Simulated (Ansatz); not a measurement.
# YbCr2Ge2 (element-swapped structure): how the settings move a relaxation

Question: which choices in the input matter for YbCr2Ge2 (element-swapped structure)?

Program: Ansatz 0.2.0. Level of theory: reference: DFT PBE, plane waves, PAW, scalar-relativistic, collinear spin. These are calculated values, not measurements.

1 further run of the same task is left out (it didn't finish).

## 1. Starting point

Symmetry: I4/mmm, No. 139, tetragonal system. The conventional cell has a = 3.963 Å, b = 3.963 Å, c = 10.723 Å, α = 90.00°, β = 90.00°, γ = 90.00°. Around Ge (site symmetry 4mm) lie 1 Ge at 2.44 Å and 4 Cr at 2.46 Å. Cr (site symmetry -4m2) has 4 Ge at 2.46 Å and 4 Cr at 2.80 Å as nearest neighbours. Around Yb (site symmetry 4/mmm) lie 8 Ge at 3.06 Å and 8 Cr at 3.33 Å.

Structure file:

```cif
data_structure
_symmetry_space_group_name_H-M 'I4/mmm'
_symmetry_Int_Tables_number 139
_cell_length_a 3.9627
_cell_length_b 3.9627
_cell_length_c 10.7228
_cell_angle_alpha 90.000
_cell_angle_beta 90.000
_cell_angle_gamma 90.000
_cell_volume 168.38
loop_
_atom_site_label
_atom_site_type_symbol
_atom_site_symmetry_multiplicity
_atom_site_Wyckoff_symbol
_atom_site_fract_x
_atom_site_fract_y
_atom_site_fract_z
_atom_site_occupancy
Ge1 Ge 4 e 0.50000 0.50000 0.88630 1
Cr1 Cr 4 d 0.50000 0.00000 0.75000 1
Yb1 Yb 2 a 0.00000 0.00000 0.00000 1
```

## 2. Reference

input.yaml

```yaml
crystal:
  lattice:
    - [0.0, 3.96265355, 0.0]
    - [3.96265355, 0.0, 0.0]
    - [1.98132677, 1.98132677, -5.36142206]
  atoms:
    - { symbol: Ge, position: [0.3863, 0.3863, 0.2274] }
    - { symbol: Ge, position: [0.6137, 0.6137, 0.7726] }
    - { symbol: Cr, position: [0.75, 0.25, 0.5], spin: -2.2 }
    - { symbol: Cr, position: [0.25, 0.75, 0.5], spin: 2.2 }
    - { symbol: Yb, position: [0.0, 0.0, 0.0] }
kpoints:
  mp_grid: { grid: [5, 5, 5], shift: [0, 0, 0] }
magnetization:
  spin_polarized: true
scf:
  occupations: { method: fermi_dirac }
hamiltonian:
  pseudopotentials: { kind: paw }
  xc: pbe
basis:
  ecutwfc: 420
output:
  forces: true
  stress: true
  eigenvalues: true
relax:
  max_steps: 40
  cell: {}
```

The run is started by

```sh
$ ansatz run input.yaml --threads 1 --pin off --max-ram 2560MiB --backend cpu --events-out ev --progress --plain --runs-dir out
```

## 3. Variant: hubbard.sites [{species: Cr, l: d, u_eff: 2.0}], hubbard.double_counting fll

Changes to input.yaml since step 2:

```diff
@@ -20,2 +20,3 @@
   xc: pbe
+  hubbard: { sites: [{ species: Cr, l: d, u_eff: 2.0 }], double_counting: fll }
 basis:
```

## 4. Variant: eigensolver.kind davidson, xc r2scan

Changes to input.yaml since step 2:

```diff
@@ -17,5 +17,6 @@
   occupations: { method: fermi_dirac }
+  eigensolver: { kind: davidson }
 hamiltonian:
   pseudopotentials: { kind: paw }
-  xc: pbe
+  xc: r2scan
 basis:
```

## 5. Variant: ecutwfc 51.4 Ry

Changes to input.yaml since step 2:

```diff
@@ -21,3 +21,3 @@
 basis:
-  ecutwfc: 420
+  ecutwfc: "51.4 Ry"
 output:
@@ -26,2 +26,6 @@
   eigenvalues: true
+  write_density: true
+  write_potential: true
+  elf: true
+  volumetric_format: npy
 relax:
```

What does the calculation give? Wanted: for each run, ending; energy change; pressure; abs. moment; force.

**Answer**, as computed:

| run | ending | energy change | pressure (GPa) | abs. moment (μB) | force (eV/Å) | cycles | time |
| --- | --- | --- | --- | --- | --- | --- | --- |
| reference | converged | 0 | 0.0 | 5.44 | 0.00 | 90 | 3.8 min |
| 1: hubbard.sites [{species: Cr, l: d, u_eff: 2.0}], hubbard.double_counting fll | converged | +496.5 meV/atom (U changed: no physical gain or loss) | 0.0 | 8.24 | 0.00 | 103 | 5 min |
| 2: eigensolver.kind davidson, xc r2scan | converged | not comparable | 0.0 | 7.46 | 0.00 | 163 | 14 min |
| 3: ecutwfc 51.4 Ry | converged | -1.7 meV/atom | 0.0 | 5.44 | 0.00 | 68 | 6.3 min |

Times don't compare one to one where runs were asked for different outputs or read a saved state (see the inputs); cycles may leave out searches for a lower state.

«ecutwfc 51.4 Ry» moves the energy by -1.7 meV/atom. Run 2 ran under the cutoff that the potentials recommend, as the log warns, so basis error is mixed into its values. A changed U is a change of model: its shifts are not errors of convergence.

Caveats on the reference run: its f shells have neither a U nor exact exchange and are poorly placed; its magnetic state comes from one start and may not be the lowest.
